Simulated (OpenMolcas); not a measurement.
# USVWN5/def2-SVPD (scramble 0.2) run of CHBr2F (dibromofluoromethane)

Wanted: the energy of CHBr2F (dibromofluoromethane). 

The results are computed with OpenMolcas 26.06.

### 1 Starting point

CHBr2F has 5 atoms, charge 0, and is taken as a singlet. SMILES: `FC(Br)Br`. The C2–Br4 distance was set to 2.434 Å, away from the relaxed value.

Bond lengths: F1–C2 1.331 Å, C2–Br3 1.948 Å, C2–H5 1.094 Å. Angles: F1–C2–Br3 109.2°, F1–C2–H5 109.9°, Br3–C2–H5 108.7°. A long bond or contact: C2–Br4 2.434 Å.

### 2 A single-point energy at USVWN5/def2-SVPD (scramble 0.2)

Contents of job.input:

```
&GATEWAY
  BASLIB=$CurrDir
  COORD
  5
  bohr
  F     -0.62984572     0.01852499     3.05407143
  C      0.41177132     0.61692566     0.84464144
  Br     3.86874181    -0.64488227     0.75161022
  Br    -2.09589524    -1.20507835    -2.55284992
  H      0.45136108     2.67213510     0.62051992
  BASIS=def2-SVPD
  GROUP=NoSym

&SEWARD

&SCF
  UHF
  KSDFT=SVWN5
  SCRAMBLE=0.2
  PRORBITALS=0
```

The basis set def2-SVPD is read from a file made from the Basis Set Exchange's data (not shown).

The run is started by

```
export MOLCAS_MEM=1860
pymolcas job.input > job.log
```

**Question.** What will come out? Wanted: total energy; dipole moment; HOMO energy; LUMO energy; HOMO–LUMO gap.

Computed results:

Level: USVWN5/def2-SVPD (scramble 0.2).

| quantity | value |
| --- | --- |
| total energy | -5278.02613 Eh |
| dipole moment | 2.24 D |
| HOMO energy | -7.07 eV |
| LUMO energy | -4.71 eV |
| HOMO–LUMO gap | 2.35 eV |

In words: Mulliken charges run from -0.25 on F1 to +0.34 on C2; in a basis this large or diffuse they mean little.
